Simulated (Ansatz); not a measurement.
Working through a convergence test of the plane-wave cutoff of AlC3, space group Pm-3m

With Ansatz's Python interface.

The script reads `alc3.cif`:
```cif
data_AlC3
_cell_length_a 3.207929
_cell_length_b 3.207929
_cell_length_c 3.207929
_cell_angle_alpha 90.00000
_cell_angle_beta 90.00000
_cell_angle_gamma 90.00000
_symmetry_space_group_name_H-M 'P 1'
_symmetry_Int_Tables_number 1
loop_
_symmetry_equiv_pos_as_xyz
'x, y, z'
loop_
_atom_site_label
_atom_site_type_symbol
_atom_site_fract_x
_atom_site_fract_y
_atom_site_fract_z
Al1 Al    0.000000    0.000000    0.000000
C2 C    0.000000    0.500000    0.500000
C3 C    0.500000    0.000000    0.500000
C4 C    0.500000    0.500000    0.000000
```

Run as a notebook:

In [1]:
```python
import warnings

import ansatz as az
from ase.io import read
from tabulate import tabulate
```

In [2]:
```python
warnings.simplefilter('ignore', az.DeckWarning)
```

In [3]:
```python
atoms = read('alc3.cif')
cell = az.Crystal.from_ase(atoms)

calculation = (
    cell.calculation()
    .kpoints(density=3.4)
    .functional('LDA')
    .occupations('fermi_dirac', width=0.15)
)
```

In [4]:
```python
rows = []
for value in [250, 325, 400, 475]:
    summary = calculation.basis(value).run().report
    rows.append((value, summary['free_energy_ev'] / len(summary['lattice']['sites']), summary['n_iterations'], summary['n_pw']))

print(tabulate(rows, headers=['cutoff (eV)', 'F/atom (eV)', 'iterations', 'plane waves'], floatfmt='.4f', tablefmt='simple'))
```
```text
  cutoff (eV)    F/atom (eV)    iterations    plane waves
-------------  -------------  ------------  -------------
          250      -307.4111             6            305
          325      -307.6988             6            461
          400      -307.7453             6            619
          475      -307.7509             6            751
```

In [5]:
```python
# the last row is the reference
for row in rows[:-1]:
    shift = 1000 * (row[1] - rows[-1][1])
    print(f'{row[0]}: {shift:+.2f} meV/atom' + ('  (within 2 meV)' if abs(shift) < 2 else ''))
```
```text
250: +339.86 meV/atom
325: +52.18 meV/atom
400: +5.63 meV/atom
```

Reading the output:
- The mesh is modest for a metal, so energies can be off by several to tens of meV an atom and pressures by half a GPa or more; differences at equal mesh fare better.
- A Fermi-Dirac width this large means warm electrons, whose thermal share enters the free energy.
- The structure comes from a database of computed cells and needn't be a stable or known phase.
- Shifts are counted from the last row, which is itself no proven limit.
- The script silences the warnings on its input, which a real study should read.
- Timing: 2.5 s on 1 thread of Arm Neoverse V2, on a shared host, peak memory 0.37 GiB.
